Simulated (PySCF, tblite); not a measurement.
# C5H5N3: geometry, infrared bands and NMR shifts

Wanted: the infrared bands and NMR shifts of C5H5N3 (`C=Cc1cncnn1`), by calculation.

Programs: tblite 0.8.0 and PySCF 2.14.0, with density-fitted response routines of our own. Each step states its level of theory. These are calculated values for one molecule in the gas phase, unless marked as measured. Atoms are numbered from 0 throughout.

### 1 The molecule as given

13 atoms, charge 0, multiplicity 1; geometry from: force field or distance geometry start.

Bonds of the start (Å): C0–C1 1.31, C1–C2 1.44, C2–C3 1.38, C3–N4 1.35, N4–C5 1.36, C5–N6 1.36, N6–N7 1.34, N7–C2 1.35, C0–H8 1.10, C0–H9 1.06, C1–H10 1.10, C3–H11 1.09, C5–H12 1.08.

### 2 Relaxing the molecule with GFN2-xTB

The job: settings as JSON, then the geometry in Å.

```
{"job": {"kind": "relax", "xc": "GFN2-xTB", "basis": "xTB"}, "charge": 0, "multiplicity": 1}
C      2.450700     0.628500    -0.338200
C      1.549400    -0.077800     0.297700
C      0.126400    -0.041600     0.059200
C     -0.714300    -0.842000     0.805700
N     -2.051700    -0.815700     0.593600
C     -2.598800    -0.014300    -0.357700
N     -1.764500     0.776100    -1.090700
N     -0.439000     0.757400    -0.873500
H      2.072700     1.302200    -1.117100
H      3.492500     0.618700    -0.170800
H      1.889700    -0.760100     1.083700
H     -0.344000    -1.515500     1.584600
H     -3.673500    -0.015300    -0.494300
```

Run with:

```console
OMP_NUM_THREADS=1 python probes_run.py task.json out
```

One launch serves the whole session: the jobs run in the order shown.

**Question.** This job is followed by: GFN2-xTB harmonic vibrations, gas phase; GIAO PBE0/pcSseg-1 NMR shielding, non-relativistic, gas phase. What will the session give for the following? strongest single infrared mode (GFN2-xTB); zero-point energy (GFN2-xTB); 13C shifts against TMS (PBE0/pcSseg-1); 1H shifts against TMS (PBE0/pcSseg-1); 15N shifts against NH3 (PBE0/pcSseg-1); surface potential, 1st and 99th percentile.

**Answer**, as computed:

| quantity | value |
| --- | --- |
| strongest single infrared mode (GFN2-xTB) | 1400 cm⁻¹, 36 km/mol |
| zero-point energy (GFN2-xTB) | 58.4 kcal/mol |
| 13C shifts against TMS (PBE0/pcSseg-1) | 162.2, 161.3, 152.7, 136.7, 133.3 ppm |
| 1H shifts against TMS (PBE0/pcSseg-1) | 9.91, 8.41, 8.13, 6.93, 6.21 ppm |
| 15N shifts against NH3 (PBE0/pcSseg-1) | 479.6, 441.5, 333.9 ppm |
| surface potential, 1st and 99th percentile | -1.65 V and 1.40 V |

The optimisation took 30 steps and gained 0.422 eV; among the close pairs (by a distance rule), N6–N7 changed most, from 1.343 to 1.298 Å. All 33 modes are real, so the xTB geometry is a minimum. The strongest single mode, at 1400 cm⁻¹, is carried by C2, H9, H8, C1. Unscaled tight-binding wavenumbers are off by several per cent, some by more. Its intensities can rank the bands wrongly. At PBE0/pcSseg-1: Shielding is most anisotropic at N7 (span 943 ppm, paramagnetic term -537 ppm). NICS(1)zz of -25 ppm above the planar ring from C2 marks a diatropic (aromatic) ring current. At PBE0/pcSseg-1, counted by nearest atom on the grid, the HOMO lies on N6, N7 about 32 % each; N4 15 %, the LUMO on N7 27 %; N4 18 %.
